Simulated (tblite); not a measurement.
# C5H11BF2Si: the cost of one run

Programs: tblite 0.8.0 and PySCF 2.14.0, with density-fitted response routines of our own. Each step states its level of theory. These are calculated values for one molecule in the gas phase, unless marked as measured. Atoms are numbered from 0 throughout.

**1. The starting structure**

20 atoms, charge 0, multiplicity 1; geometry from: force field or distance geometry start.

Bonds of the start (Å): C0–C1 1.49, C1–C2 1.49, C1–C3 1.33, C3–C4 1.49, C3–Si5 1.82, Si5–B6 1.95, B6–F7 1.47, B6–F8 1.43, C0–H9 1.14, C0–H10 1.14, C0–H11 1.08, C2–H12 1.11, C2–H13 1.11, C2–H14 1.12, C4–H15 1.10, C4–H16 1.12, C4–H17 1.11, Si5–H18 1.47, Si5–H19 1.48.

**2. Geometry optimisation with GFN2-xTB**

What the job is given:

```
{"job": {"kind": "relax", "xc": "GFN2-xTB", "basis": "xTB"}, "charge": 0, "multiplicity": 1}
C     -1.319700     1.012300     1.247900
C     -1.049200     0.105600     0.094600
C     -2.151200    -0.209900    -0.862300
C      0.144900    -0.446300    -0.107400
C      0.266900    -1.348500    -1.284400
Si     1.603000    -0.207800     0.950700
B      2.879900     1.087300     0.239500
F      4.223200     1.223100     0.815800
F      2.613900     1.872100    -0.930700
H     -2.171800     0.507100     1.808800
H     -1.723000     1.965600     0.780300
H     -0.460600     1.185300     1.885900
H     -1.970300     0.455900    -1.737900
H     -2.172500    -1.283300    -1.124300
H     -3.116300     0.173800    -0.431600
H      1.303600    -1.320200    -1.648000
H     -0.409700    -1.037600    -2.114900
H     -0.048000    -2.366600    -0.959900
H      2.315100    -1.493700     1.028000
H      1.236800     0.136400     2.346900
```

Command:

```console
> OMP_NUM_THREADS=1 python probes_run.py task.json out
```

This one command runs all jobs of the session in turn.

Q: Estimate the wall time and peak memory of this first job on 1 thread of Arm Neoverse N1, shared host.

About 2.9 s, with a peak of 0.18 GiB.
